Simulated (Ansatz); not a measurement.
The system is TaO.

```
Ta O
1.0
     3.06611    0.00000    0.00000
    -1.53306    2.65533    0.00000
     0.00000    0.00000    3.85502
Ta O
1 1
Direct
  0.00000 0.00000 0.50000
  0.00000 0.00000 0.00000
```

The cell was built by a generator and needn't be a form met in nature.

| Item | Value |
| --- | --- |
| Program | Ansatz 0.2.0 |
| Task | relaxation of cell and atoms |
| Functional | PBEsol0 |
| Potentials or basis | Ansatz PAW |
| Cutoff | 420 eV (not typed: the program's choice for these potentials) |
| k mesh | 5 × 5 × 4 |
| Occupations | fermi-dirac, width 0.05 eV |
| Spin | no spin polarisation |

At the start: volume 15.69 Å³/atom.

**Question.** How do energy, volume and symmetry change on relaxing?

**Answer.** It ends after 7 steps and the volume is 14.98 Å³/atom (-4.5 %); space group P6/mmm (No. 191, to 0.05 Å).

Step by step:
| step | energy change (eV) | largest force (eV/Å) | volume (Å³) |
| --- | --- | --- | --- |
| 1 | 0.0000 | 0.0000 | 31.39 |
| 2 | -0.0405 | 0.0000 | 30.14 |
| 3 | -0.0418 | 0.0000 | 29.98 |
| 4 | -0.0417 | 0.0000 | 30.00 |
| 5 | -0.0396 | 0.0000 | 30.00 |
| 6 | -0.0397 | 0.0000 | 29.97 |
| 7 | -0.0396 | 0.0000 | 29.97 |

Final structure:
```cif
data_structure
_symmetry_space_group_name_H-M 'P 1'
_symmetry_Int_Tables_number 1
_cell_length_a 3.0168
_cell_length_b 3.0168
_cell_length_c 3.8022
_cell_angle_alpha 90.000
_cell_angle_beta 90.000
_cell_angle_gamma 120.000
_cell_volume 29.97
loop_
_atom_site_label
_atom_site_type_symbol
_atom_site_fract_x
_atom_site_fract_y
_atom_site_fract_z
_atom_site_occupancy
Ta1 Ta 0.00000 0.00000 0.50000 1
O1 O 0.00000 0.00000 0.00000 1
```

Caveat: the k mesh is coarse (spacing up to 0.47 Å⁻¹), so the values aren't converged, least of all with exact exchange; the plane-wave basis is chosen anew once the cell has moved, so the energies of steps on either side of that aren't comparable; the pressure holds a Pulay correction of +0.3 GPa for the finite cutoff; an odd number of electrons without spin polarisation forces a metal; a magnetic or distorted state may lie lower; the PAW data sets come from PBE, with cores solved anew for the run's functional, which leaves a small shift of forces and pressure.
